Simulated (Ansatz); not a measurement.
**LaCo2: a single-point run**

The task is a single-point run on LaCo2. The structure is shown as the input types it.

Program: Ansatz 0.2.0. Level of theory: DFT, PBEsol, PAW with Ansatz's default frozen-core files, scalar-relativistic. These are calculated values, not measurements.

### Step 1. The system as given

Symmetry: Fd-3m, No. 227, cubic system. Conventional cell: a = 5.214 Å, b = 5.214 Å, c = 5.214 Å, α = 90.00°, β = 90.00°, γ = 90.00°. Around La (site symmetry -43m) lie 12 Co at 2.16 Å and 4 La at 2.26 Å. Around Co (site symmetry -3m) lie 6 Co at 1.84 Å.

Structure file:

```xyz
6
Lattice="0.0000 2.6071 2.6071 2.6071 0.0000 2.6071 2.6071 2.6071 0.0000" Properties=species:S:1:pos:R:3 pbc="T T T"
La    0.0000    0.0000    0.0000
La    1.3036    1.3036    1.3036
Co    3.2589    3.2589    3.2589
Co    3.2589    1.9554    1.9554
Co    1.9554    1.9554    3.2589
Co    1.9554    3.2589    1.9554
```

### Step 2. The calculation

Input file input.yaml:

```yaml
crystal:
  lattice:
    - [0.0, 2.60715, 2.60715]
    - [2.60715, 0.0, 2.60715]
    - [2.60715, 2.60715, 0.0]
  atoms:
    - { symbol: La, position: [0.0, 0.0, 0.0] }
    - { symbol: La, position: [0.25, 0.25, 0.25] }
    - { symbol: Co, position: [0.625, 0.625, 0.625], spin: 2.0 }
    - { symbol: Co, position: [0.125, 0.625, 0.625], spin: 2.0 }
    - { symbol: Co, position: [0.625, 0.625, 0.125], spin: 2.0 }
    - { symbol: Co, position: [0.625, 0.125, 0.625], spin: 2.0 }
magnetization:
  spin_polarized: true
kpoints:
  mp_grid: { grid: [7, 7, 7] }
scf:
  occupations: { method: fermi_dirac, width: 0.1 }
  lower_state_search: "off"
  max_iter: 75
hamiltonian:
  xc: pbesol
  pseudopotentials: { kind: paw }
output:
  forces: true
  stress: true
  eigenvalues: true
  populations: true
```

Run with:

```sh
ansatz run input.yaml --threads 3 --pin off --max-ram 9216MiB --backend cpu --events-out ev --progress --plain --runs-dir out
```

**Question.** How will this run end, and is anything wrong with its input?

The program finished normally, with warnings (seeded moment not kept). It gives a pressure of 1064 GPa, which is large; a structure far from rest gives such values too, whatever the setting.

The structure is squeezed far below its natural size. The shortest distance in the input is 1.84 Å, between atoms 3 (Co) and 4 (Co).

Remedy: use the intended lattice or bond lengths.
